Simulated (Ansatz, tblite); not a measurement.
# The cluster Sn4Te3: one state, many levels

How do method and basis change the picture of the cluster Sn4Te3 (singlet)?

Program: Ansatz 0.2.0, Gaussian basis. Level of theory: as each input shows. These are calculated values, not measurements.

The runs, in order: GFN1-xTB, GFN2-xTB, PBE-D4/def2-TZVP, r2SCAN-D4/def2-TZVP, LDA/def2-TZVP, B3LYP-D4/def2-TZVP, PBE-D4/def2-SVP, PBE0-D4/def2-SVP, PBE-D4/def2-TZVPD, MP2/def2-SVP, RPA/def2-SVP.

10 further runs of the same task are left out: 10 that didn't finish. Runs told in other sessions of the task aren't counted.

## 1. The structure

The singlet was relaxed beforehand with r2SCAN-D4/def2-SVP. At that level it is the lowest of the isomers that a small search found.

7 atoms, charge 0, spin multiplicity 1.

Bond lengths: Sn1–Te6 2.924 Å, Sn1–Te7 2.924 Å, Sn2–Te5 2.970 Å, Sn2–Te6 2.970 Å, Sn2–Te7 2.970 Å, Sn3–Te5 2.924 Å, Sn3–Te6 2.924 Å, Sn4–Te5 2.924 Å, Sn4–Te7 2.924 Å. Angles: Te6–Sn1–Te7 94.1°, Te5–Sn2–Te6 92.2°, Te5–Sn2–Te7 92.2°, Te6–Sn2–Te7 92.2°, Te5–Sn3–Te6 94.1°, Te5–Sn4–Te7 94.1°, Sn2–Te5–Sn3 85.5°, Sn2–Te5–Sn4 85.5°, Sn3–Te5–Sn4 67.8°, Sn1–Te6–Sn2 85.5°, Sn1–Te6–Sn3 67.8°, Sn2–Te6–Sn3 85.5°, Sn1–Te7–Sn2 85.5°, Sn1–Te7–Sn4 67.8°, Sn2–Te7–Sn4 85.5°.

Geometry (Å):

```
Sn   -1.9407    0.9874    0.7238
Sn    0.4909   -0.4287   -2.1216
Sn   -0.1613   -1.5815    1.6547
Sn    1.2313    1.3544    1.3837
Te    2.2935   -1.0741    0.1494
Te   -1.8711   -1.5559   -0.7171
Te   -0.0426    2.2985   -1.0728
```

Sn, Te take a core potential in the def2 sets. No spin-orbit coupling is included.

PBE0-D4/def2-TZVP was run before; its log isn't repeated, and its numbers join the tables.

## 2. GFN1-xTB

Tight binding, by tblite at 300 K electronic temperature and without a spin-polarisation term:

```python
tblite.interface.Calculator('GFN1-xTB', numbers, positions, charge=0, uhf=0).singlepoint()
```

Energy -589.5460 eV, HOMO -9.36 eV, LUMO -6.77 eV; 0.009 s.

## 3. GFN2-xTB

Tight binding, by tblite at 300 K electronic temperature and without a spin-polarisation term:

```python
tblite.interface.Calculator('GFN2-xTB', numbers, positions, charge=0, uhf=0).singlepoint()
```

Energy -491.7749 eV, HOMO -9.68 eV, LUMO -7.05 eV; 0.015 s.

## 4. PBE-D4/def2-TZVP

start.molden holds the orbitals of an earlier run on this state, given as this run's starting guess.

Contents of in.yaml:

```yaml
crystal:
  periodic: [false, false, false]
  atoms:
    - {symbol: Sn, position_ang: [-1.940674, 0.987391, 0.723783]}
    - {symbol: Sn, position_ang: [0.490929, -0.428704, -2.121643]}
    - {symbol: Sn, position_ang: [-0.161342, -1.581512, 1.654694]}
    - {symbol: Sn, position_ang: [1.231342, 1.354379, 1.383720]}
    - {symbol: Te, position_ang: [2.293462, -1.074150, 0.149372]}
    - {symbol: Te, position_ang: [-1.871077, -1.555938, -0.717084]}
    - {symbol: Te, position_ang: [-0.042649, 2.298534, -1.072843]}
basis:
  gaussian: {orbitals: def2-TZVP, initial_orbitals: start.molden}
hamiltonian: {xc: pbe, dispersion: d4}
scf: {omitted_lower_state_checks: [starts]}
output: {orbitals: {seedname: orbitals}}
```

Command:

```sh
$ ansatz run in.yaml --threads 4 --pin off --events-out ev --progress --plain --max-ram 4787MiB
```

The program printed:

```text
Functional definition: PBE
  name "PBE"
  cite "Perdew, Burke & Ernzerhof, Phys. Rev. Lett. 77, 3865 (1996) doi:10.1103/PhysRevLett.77.3865"
  parent pbe
  parameter kappa = 0.804
  parameter beta = 0.06672455060314922
  exchange = pbe_x(kappa = kappa, mu = beta*pi^2/3)
  correlation = pbe_c(beta = beta)
these checks for a lower state are left out or cut short: starts
2710 factors; their error is unknown
mean field evaluation 1: about -45215.8234 eV, gradient 1.1e1 eV
mean field evaluation 2: about -45216.0297 eV, gradient 2.5e-1 eV
mean field evaluation 4: about -45215.6542 eV, gradient 2.1e-3 eV
mean field evaluation 8: about -45215.6542 eV, gradient 9.8e-6 eV
mean field -45215.65423480 eV, -1661.6446448578 hartree, gradient 9.8e-6 eV, S^2 0.000000; 0 other end points of the search recorded, 0 dependent functions left out
reference -45215.65427869 eV, -1661.6446464705 hartree; 80, 80 occupied and 270, 270 virtual orbitals, 2710 factors
Total energy: -45216.56124420 eV, -1661.6779768383 hartree
Checks for a lower state left out: starts
```

Wall time 9.5 s (4 threads of Arm Neoverse V1, shared host); peak memory 0.95 GiB.

Report: HOMO -4.94 eV, LUMO -2.92 eV.

## 5. r2SCAN-D4/def2-TZVP

in.yaml, as its differences from that of step 4:

```diff
@@ -12,3 +12,3 @@
   gaussian: {orbitals: def2-TZVP, initial_orbitals: start.molden}
-hamiltonian: {xc: pbe, dispersion: d4}
+hamiltonian: {xc: r2scan, dispersion: d4}
 scf: {omitted_lower_state_checks: [starts]}
```

Same command.

The program printed:

```text
Functional definition: r2SCAN
  name "r2SCAN"
  cite "Furness, Kaplan, Ning, Perdew & Sun, J. Phys. Chem. Lett. 11, 8208 (2020) doi:10.1021/acs.jpclett.0c02405"
  cite "Furness, Kaplan, Ning, Perdew & Sun, J. Phys. Chem. Lett. 11, 9248 (2020) doi:10.1021/acs.jpclett.0c03077"
  parent r2scan
  parameter k0 = 0.174
  parameter k1 = 0.065
  parameter a1 = 4.9479
  exchange = r2scan_x(k0 = k0, k1 = k1, a1 = a1)
  correlation = r2scan_c
these checks for a lower state are left out or cut short: starts
2710 factors; their error is unknown
mean field evaluation 1: about -45233.5886 eV, gradient 9.8e0 eV
mean field evaluation 2: about -45233.7153 eV, gradient 1.4e-1 eV
mean field evaluation 4: about -45233.3348 eV, gradient 9.4e-4 eV
mean field evaluation 8: about -45233.3348 eV, gradient 1.3e-5 eV
mean field -45233.33476333 eV, -1662.2943922967 hartree, gradient 1.3e-5 eV, S^2 0.000000; 0 other end points of the search recorded, 0 dependent functions left out
reference -45233.33477746 eV, -1662.2943928161 hartree; 80, 80 occupied and 270, 270 virtual orbitals, 2710 factors
Total energy: -45233.50196765 eV, -1662.3005369423 hartree
Checks for a lower state left out: starts
```

It took 24 s on 4 threads of Arm Neoverse V1, shared host; peak memory 1 GiB.

HOMO -5.16 eV, LUMO -2.87 eV.

## 6. LDA/def2-TZVP

in.yaml, as its differences from that of step 5:

```diff
@@ -12,3 +12,3 @@
   gaussian: {orbitals: def2-TZVP, initial_orbitals: start.molden}
-hamiltonian: {xc: r2scan, dispersion: d4}
+hamiltonian: {xc: lda}
 scf: {omitted_lower_state_checks: [starts]}
```

Same command.

The program printed:

```text
Functional definition: SPW92
  name "SPW92"
  cite "Dirac, Proc. Camb. Phil. Soc. 26, 376 (1930) doi:10.1017/S0305004100016108"
  cite "Slater, Phys. Rev. 81, 385 (1951) doi:10.1103/PhysRev.81.385"
  cite "Perdew & Wang, Phys. Rev. B 45, 13244 (1992) doi:10.1103/PhysRevB.45.13244"
  exchange = slater_x
  correlation = pw_c
these checks for a lower state are left out or cut short: starts
2710 factors; their error is unknown
mean field evaluation 1: about -45149.2833 eV, gradient 2.1e1 eV
mean field evaluation 2: about -45150.0183 eV, gradient 6.7e-1 eV
mean field evaluation 4: about -45149.6491 eV, gradient 9.2e-1 eV
mean field evaluation 8: about -45149.6494 eV, gradient 1.6e-5 eV
mean field -45149.64944132 eV, -1659.2190134369 hartree, gradient 1.6e-5 eV, S^2 0.000000; 0 other end points of the search recorded, 0 dependent functions left out
reference -45149.64948316 eV, -1659.2190149745 hartree; 80, 80 occupied and 270, 270 virtual orbitals, 2710 factors
Total energy: -45149.64948316 eV, -1659.2190149745 hartree
Checks for a lower state left out: starts
```

It took 6 s on 4 threads of Arm Neoverse V1, shared host; peak memory 0.95 GiB.

From the report: HOMO -5.16 eV, LUMO -3.18 eV.

## 7. B3LYP-D4/def2-TZVP

in.yaml, as its differences from that of step 6:

```diff
@@ -12,3 +12,3 @@
   gaussian: {orbitals: def2-TZVP, initial_orbitals: start.molden}
-hamiltonian: {xc: lda}
+hamiltonian: {xc: {name: B3LYP}, dispersion: d4}
 scf: {omitted_lower_state_checks: [starts]}
```

Same command.

The program printed (excerpt; [...] marks lines left out):

```text
Functional definition: B3LYP
  name "B3LYP"
  cite "Stephens, Devlin, Chabalowski & Frisch, J. Phys. Chem. 98, 11623 (1994) doi:10.1021/j100096a001"
  cite "Becke, Phys. Rev. A 38, 3098 (1988) doi:10.1103/PhysRevA.38.3098"
  cite "Lee, Yang & Parr, Phys. Rev. B 37, 785 (1988) doi:10.1103/PhysRevB.37.785"
  cite "Vosko, Wilk & Nusair, Can. J. Phys. 58, 1200 (1980) doi:10.1139/p80-159"
[...]
2997 factors; their error is unknown
the host lacks memory for fits, so the integrals are decomposed
3368 factors; integrals over basis functions are off by at most 4.0e-4 eV
[...]
mean field -45230.30864137 eV, -1662.1831843659 hartree, gradient 4.8e-5 eV, S^2 0.000000; 0 other end points of the search recorded, 0 dependent functions left out
reference -45230.30890677 eV, -1662.1831941193 hartree; 80, 80 occupied and 270, 270 virtual orbitals, 3368 factors
Total energy: -45231.83698170 eV, -1662.2393498372 hartree
Checks for a lower state left out: starts
```

It took 30 s on 4 threads of Arm Neoverse V1, shared host; peak memory 2.5 GiB.

HOMO -5.49 eV, LUMO -2.48 eV.

## 8. PBE-D4/def2-SVP

in.yaml, as its differences from that of step 7:

```diff
@@ -11,4 +11,4 @@
 basis:
-  gaussian: {orbitals: def2-TZVP, initial_orbitals: start.molden}
-hamiltonian: {xc: {name: B3LYP}, dispersion: d4}
+  gaussian: {orbitals: def2-SVP, initial_orbitals: start.molden}
+hamiltonian: {xc: pbe, dispersion: d4}
 scf: {omitted_lower_state_checks: [starts]}
```

Launched as before.

The program printed:

```text
Functional definition: PBE
  name "PBE"
  cite "Perdew, Burke & Ernzerhof, Phys. Rev. Lett. 77, 3865 (1996) doi:10.1103/PhysRevLett.77.3865"
  parent pbe
  parameter kappa = 0.804
  parameter beta = 0.06672455060314922
  exchange = pbe_x(kappa = kappa, mu = beta*pi^2/3)
  correlation = pbe_c(beta = beta)
these checks for a lower state are left out or cut short: starts
2124 factors; their error is unknown
mean field evaluation 1: about -45213.6454 eV, gradient 5.3e1 eV
mean field evaluation 2: about -45214.1842 eV, gradient 1.1e0 eV
mean field evaluation 4: about -45214.1860 eV, gradient 7.2e-2 eV
mean field -45214.18597770 eV, -1661.5906874044 hartree, gradient 2.8e-5 eV, S^2 0.000000; 0 other end points of the search recorded, 0 dependent functions left out
reference -45214.18601495 eV, -1661.5906887732 hartree; 80, 80 occupied and 102, 102 virtual orbitals, 2124 factors
Total energy: -45215.09298046 eV, -1661.6240191410 hartree
Checks for a lower state left out: starts
```

Wall time 4.5 s (4 threads of Arm Neoverse V1, shared host).

Report: HOMO -4.96 eV, LUMO -2.91 eV.

## 9. PBE0-D4/def2-SVP

in.yaml, as its differences from that of step 8:

```diff
@@ -12,3 +12,3 @@
   gaussian: {orbitals: def2-SVP, initial_orbitals: start.molden}
-hamiltonian: {xc: pbe, dispersion: d4}
+hamiltonian: {xc: pbe0, dispersion: d4}
 scf: {omitted_lower_state_checks: [starts]}
```

Launched as before.

The program printed (excerpt; [...] marks lines left out):

```text
Functional definition: PBE0
  name "PBE0"
  cite "Adamo & Barone, J. Chem. Phys. 110, 6158 (1999) doi:10.1063/1.478522"
  cite "Perdew, Burke & Ernzerhof, Phys. Rev. Lett. 77, 3865 (1996) doi:10.1103/PhysRevLett.77.3865"
  parent pbe
[...]
2367 factors; integrals over basis functions are off by at most 1.5e-4 eV
[...]
mean field -45216.15872692 eV, -1661.6631846010 hartree, gradient 3.6e-5 eV, S^2 0.000000; 0 other end points of the search recorded, 0 dependent functions left out
reference -45216.15875492 eV, -1661.6631856301 hartree; 80, 80 occupied and 102, 102 virtual orbitals, 2367 factors
Total energy: -45216.95742458 eV, -1661.6925361988 hartree
Checks for a lower state left out: starts
```

Run time: 10 s. Hardware: 4 threads of Arm Neoverse V1, shared host; peak memory 0.85 GiB.

HOMO -5.71 eV, LUMO -2.39 eV.

## 10. PBE-D4/def2-TZVPD

in.yaml, as its differences from that of step 9:

```diff
@@ -11,4 +11,4 @@
 basis:
-  gaussian: {orbitals: def2-SVP, initial_orbitals: start.molden}
-hamiltonian: {xc: pbe0, dispersion: d4}
+  gaussian: {orbitals: def2-TZVPD, initial_orbitals: start.molden}
+hamiltonian: {xc: pbe, dispersion: d4}
 scf: {omitted_lower_state_checks: [starts]}
```

The command is unchanged.

The program printed:

```text
Functional definition: PBE
  name "PBE"
  cite "Perdew, Burke & Ernzerhof, Phys. Rev. Lett. 77, 3865 (1996) doi:10.1103/PhysRevLett.77.3865"
  parent pbe
  parameter kappa = 0.804
  parameter beta = 0.06672455060314922
  exchange = pbe_x(kappa = kappa, mu = beta*pi^2/3)
  correlation = pbe_c(beta = beta)
these checks for a lower state are left out or cut short: starts
2963 factors; their error is unknown
mean field evaluation 1: about -45215.4646 eV, gradient 1.1e1 eV
mean field evaluation 2: about -45215.6923 eV, gradient 2.6e-1 eV
mean field evaluation 4: about -45215.6782 eV, gradient 7.7e-4 eV
mean field evaluation 8: about -45215.6782 eV, gradient 1.3e-5 eV
mean field -45215.67819787 eV, -1661.6455254844 hartree, gradient 1.3e-5 eV, S^2 0.000000; 0 other end points of the search recorded, 0 dependent functions left out
reference -45215.67825633 eV, -1661.6455276326 hartree; 80, 80 occupied and 321, 321 virtual orbitals, 2963 factors
Total energy: -45216.58522184 eV, -1661.6788580004 hartree
Checks for a lower state left out: starts
```

It took 19 s on 4 threads of Arm Neoverse V1, shared host; peak memory 1.4 GiB.

Report: HOMO -4.95 eV, LUMO -2.93 eV.

## 11. MP2/def2-SVP

in.yaml, as its differences from that of step 10:

```diff
@@ -11,4 +11,4 @@
 basis:
-  gaussian: {orbitals: def2-TZVPD, initial_orbitals: start.molden}
-hamiltonian: {xc: pbe, dispersion: d4}
+  gaussian: {orbitals: def2-SVP, initial_orbitals: start.molden}
+correlation: {method: mp2}
 scf: {omitted_lower_state_checks: [starts]}
```

The command is unchanged.

The program printed:

```text
Functional definition: HF
  name "HF"
  cite "Fock, Z. Phys. 61, 126 (1930) doi:10.1007/BF01340294"
  parent pbe
  exchange = exact_x
  correlation = 0
these checks for a lower state are left out or cut short: starts
2367 factors; integrals over basis functions are off by at most 1.5e-4 eV
mean field evaluation 1: about -45023.9280 eV, gradient 5.1e1 eV
mean field evaluation 2: about -45025.3015 eV, gradient 2.2e0 eV
mean field evaluation 4: about -45025.8845 eV, gradient 1.6e0 eV
mean field evaluation 8: about -45025.8971 eV, gradient 4.4e-4 eV
mean field -45025.89713571 eV, -1654.6712000883 hartree, gradient 7.4e-6 eV, S^2 0.000000; 0 other end points of the search recorded, 0 dependent functions left out
28 core orbitals not correlated: weight in the atoms' cores, before any rotation towards them, 1.000 or more for the frozen orbitals, at most 0.000 for the correlated occupied ones
reference -45025.89713571 eV, -1654.6712000883 hartree; 52, 52 occupied and 102, 102 virtual orbitals, 2367 factors
second order -20.68057941 eV of doubles, -0.00000000 eV of singles
Total energy: -45046.57771512 eV, -1655.4311973637 hartree
Checks for a lower state left out: starts
```

Wall time 10 s (4 threads of Arm Neoverse V1, shared host); peak memory 0.79 GiB.

From the report: Hartree-Fock HOMO -7.10 eV, LUMO 0.10 eV.

## 12. RPA/def2-SVP

in.yaml, as its differences from that of step 11:

```diff
@@ -12,4 +12,4 @@
   gaussian: {orbitals: def2-SVP, initial_orbitals: start.molden}
-correlation: {method: mp2}
+hamiltonian: {xc: pbe}
+correlation: {method: rpa}
 scf: {omitted_lower_state_checks: [starts]}
-output: {orbitals: {seedname: orbitals}}
```

Launched as before.

The program printed (excerpt; [...] marks lines left out):

```text
Functional definition: PBE
  name "PBE"
  cite "Perdew, Burke & Ernzerhof, Phys. Rev. Lett. 77, 3865 (1996) doi:10.1103/PhysRevLett.77.3865"
  parent pbe
[...]
2367 factors; integrals over basis functions are off by at most 1.5e-4 eV
[...]
mean field -45214.18595775 eV, -1661.5906866714 hartree, gradient 1.6e-6 eV, S^2 0.000000; 0 other end points of the search recorded, 0 dependent functions left out
28 core orbitals not correlated: weight in the atoms' cores, before any rotation towards them, 1.000 or more for the frozen orbitals, at most 0.000 for the correlated occupied ones
reference -45023.43286828 eV, -1654.5806399303 hartree; 52, 52 occupied and 102, 102 virtual orbitals, 2367 factors
Total energy: -45055.52061803 eV, -1655.7598429837 hartree
Checks for a lower state left out: starts
```

Run time: 16 s. Hardware: 4 threads of Arm Neoverse V1, shared host; peak memory 0.81 GiB.

## 13. Levels side by side

```tsv
level	functions	HOMO (eV)	LUMO (eV)	gap (eV)	time
LDA/def2-TZVP	350	-5.16	-3.18	1.98	6 s
PBE-D4/def2-SVP	182	-4.96	-2.91	2.04	4.5 s
PBE-D4/def2-TZVP	350	-4.94	-2.92	2.02	9.5 s
PBE-D4/def2-TZVPD	401	-4.95	-2.93	2.02	19 s
r2SCAN-D4/def2-TZVP	350	-5.16	-2.87	2.29	24 s
B3LYP-D4/def2-TZVP	350	-5.49	-2.48	3.01	30 s
PBE0-D4/def2-SVP	182	-5.71	-2.39	3.32	10 s
PBE0-D4/def2-TZVP	350	-5.67	-2.37	3.30	36 s
```

Energy pieces by basis (eV):

```tsv
basis	HF	MP2 correlation	total
def2-SVP	-45025.8971	-20.6806	-45046.5777 (MP2)
```

## 14. Binding energy

Free atoms were run apart at each level; binding is atoms less cluster, divided by the number of atoms, without zero-point or spin-orbit terms.

```tsv
level	binding an atom (eV)
HF/def2-SVP	1.307
LDA/def2-TZVP	3.410
PBE-D4/def2-SVP	2.945
PBE-D4/def2-TZVP	2.959
PBE-D4/def2-TZVPD	2.960
r2SCAN-D4/def2-TZVP	2.772
B3LYP-D4/def2-TZVP	2.752
PBE0-D4/def2-SVP	2.789
PBE0-D4/def2-TZVP	2.819
RPA/def2-SVP	2.122
MP2/def2-SVP	2.487
```

## 15. Outcome

| quantity | value |
| --- | --- |
| gap in def2-TZVP, named functionals, smallest and largest | 1.98 eV (LDA), 3.30 eV (PBE0-D4) |
| correlation energy, MP2/def2-SVP | -20.68 eV |
| binding an atom, functionals in def2-TZVP | 2.75 (B3LYP-D4) to 3.41 eV (LDA) |
| PBE0 total energy, smallest basis above largest | 1.40 eV (def2-SVP, def2-TZVP) |

**Reading.** Orbital gaps of the named functionals in def2-TZVP span 1.98 eV (LDA) to 3.30 eV (PBE0-D4); exact exchange widens it.

The slowest run with a step of its own, B3LYP-D4/def2-TZVP, took 30 s; the quickest functional in def2-TZVP took 6 s (shared host).
